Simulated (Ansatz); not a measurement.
# CH₇BSSi: one species, many methods

The task here is to estimate one member of a computed series from the others.

Program: Ansatz 0.2.0, Gaussian basis. Level of theory: functionals in def2-TZVPP, the program's frozen cores in correlated methods. These are calculated values, not measurements.

Plan: LDA (SPW92), PBE-D4, revPBE-D4, BLYP-D4, r2SCAN-D4, B97M-V, PBE0-D4, B3LYP-D4, r2SCANh-D4, r2SCAN0-D4, HSE06-D4, BHLYP-D4, CAM-B3LYP-D4, LC-ωPBE, ωB97X-V, ωB97M-V, B2PLYP, PBE-QIDH; CCSD(T)/def2-SVP; CCSD(T)/def2-TZVPP; MP2/def2-QZVPP; extrapolation to the limit; RPA on PBE.

## The geometry

The geometry comes from an earlier relaxation with PBE0-D4 in a triple-zeta def2 set; it is a stationary point, not always the lowest conformer.

SMILES `BC[SiH2]S`, 11 atoms, charge 0, spin multiplicity 1.

Atoms are counted from 1 here; the program's logs count them from 0.

Bond lengths: B1–C2 1.535 Å, B1–H5 1.198 Å, B1–H6 1.198 Å, C2–Si3 1.889 Å, C2–H7 1.094 Å, C2–H8 1.095 Å, Si3–S4 2.139 Å, Si3–H9 1.485 Å, Si3–H10 1.483 Å, S4–H11 1.344 Å. Angles: C2–B1–H5 120.6°, C2–B1–H6 120.7°, H5–B1–H6 118.6°, B1–C2–Si3 108.0°, B1–C2–H7 114.9°, B1–C2–H8 114.2°, Si3–C2–H7 104.4°, Si3–C2–H8 103.9°, H7–C2–H8 110.4°, C2–Si3–S4 111.6°, C2–Si3–H9 109.7°, C2–Si3–H10 111.5°, S4–Si3–H9 110.4°, S4–Si3–H10 103.8°, H9–Si3–H10 109.7°, Si3–S4–H11 94.8°.

Coordinates:

```mol
CH7BSSi
  3D, bonds by distance, orders not assigned

 11 10  0  0  0  0  0  0  0  0999 V2000
   -1.0598    1.5413    0.0127 B   0  0
   -0.7244    0.1109   -0.4331 C   0  0
    0.9639   -0.3420    0.2834 Si  0  0
    1.6488   -2.2323   -0.4463 S   0  0
   -0.7371    2.4797   -0.6575 H   0  0
   -1.5891    1.7454    1.0678 H   0  0
   -0.6045   -0.0191   -1.5123 H   0  0
   -1.3949   -0.6547   -0.0284 H   0  0
    0.8903   -0.3567    1.7660 H   0  0
    2.0135    0.6093   -0.1567 H   0  0
    0.6586   -2.9389    0.1251 H   0  0
  1  2  8  0
  2  3  8  0
  3  4  8  0
  1  5  8  0
  1  6  8  0
  2  7  8  0
  2  8  8  0
  3  9  8  0
  3 10  8  0
  4 11  8  0
M  END
```

The first run:

File in.yaml:

```yaml
crystal:
  periodic: [false, false, false]
  atoms:
    - {symbol: B, position_ang: [-1.059815, 1.541259, 0.012740]}
    - {symbol: C, position_ang: [-0.724353, 0.110857, -0.433055]}
    - {symbol: Si, position_ang: [0.963949, -0.341980, 0.283360]}
    - {symbol: S, position_ang: [1.648821, -2.232281, -0.446301]}
    - {symbol: H, position_ang: [-0.737073, 2.479746, -0.657545]}
    - {symbol: H, position_ang: [-1.589114, 1.745378, 1.067843]}
    - {symbol: H, position_ang: [-0.604539, -0.019094, -1.512322]}
    - {symbol: H, position_ang: [-1.394911, -0.654678, -0.028367]}
    - {symbol: H, position_ang: [0.890310, -0.356714, 1.765979]}
    - {symbol: H, position_ang: [2.013476, 0.609296, -0.156735]}
    - {symbol: H, position_ang: [0.658649, -2.938889, 0.125102]}
basis:
  gaussian: {orbitals: def2-TZVPP}
hamiltonian: {xc: lda}
output: {orbitals: {seedname: orbitals}}
```

On the command line:

```
> ansatz run in.yaml --threads 2 --pin off --events-out ev --progress --plain --max-ram 4352MiB
```

Steps of the session up to this table: LDA; PBE-D4 (GGA); revPBE-D4 (GGA); BLYP-D4 (GGA); r2SCAN-D4 (meta-GGA); B97M-V (meta-GGA); B3LYP-D4 (hybrid); r2SCANh-D4 (hybrid); r2SCAN0-D4 (hybrid); HSE06-D4 (hybrid); BHLYP-D4 (hybrid); CAM-B3LYP-D4 (range-separated); LC-ωPBE (range-separated); ωB97X-V (range-separated); ωB97M-V (range-separated); B2PLYP (double hybrid); PBE-QIDH (double hybrid).

One of the session's tables, all rows but one given; the rest of the session is left out.

It belongs to the step «Orbital energies across the functionals». 

```
  functional  HOMO (eV)  LUMO (eV)  gap (eV)
 LDA (SPW92)      -6.45      -2.86      3.59
      PBE-D4      -6.33      -2.58      3.76
   revPBE-D4      -6.28      -2.46      3.83
     BLYP-D4      -6.15      -2.41      3.74
   r2SCAN-D4          ?          ?         ?
      B97M-V      -6.71      -2.32      4.39
     PBE0-D4      -7.52      -1.63      5.89
    B3LYP-D4      -7.27      -1.83      5.44
  r2SCANh-D4      -7.03      -1.90      5.13
  r2SCAN0-D4      -7.69      -1.42      6.27
    HSE06-D4      -7.12      -2.01      5.11
    BHLYP-D4      -8.56      -0.61      7.95
CAM-B3LYP-D4      -8.82      -0.55      8.27
     LC-ωPBE     -10.22       0.61     10.84
     ωB97X-V      -9.86       0.51     10.37
     ωB97M-V      -9.70       0.26      9.96
```

Q: Estimate the row for r2SCAN-D4 from the others.

Worked estimate for «HOMO (eV)». Against the share of exact exchange, r2SCANh-D4 (0.1, -7.03), r2SCAN0-D4 (0.25, -7.69) give a slope of -4.40 per unit share; at 0 the line stands at -6.59.

As computed: HOMO (eV): -6.59; LUMO (eV): -2.22; gap (eV): 4.37. In «HOMO (eV)» the line misses by 0.00.
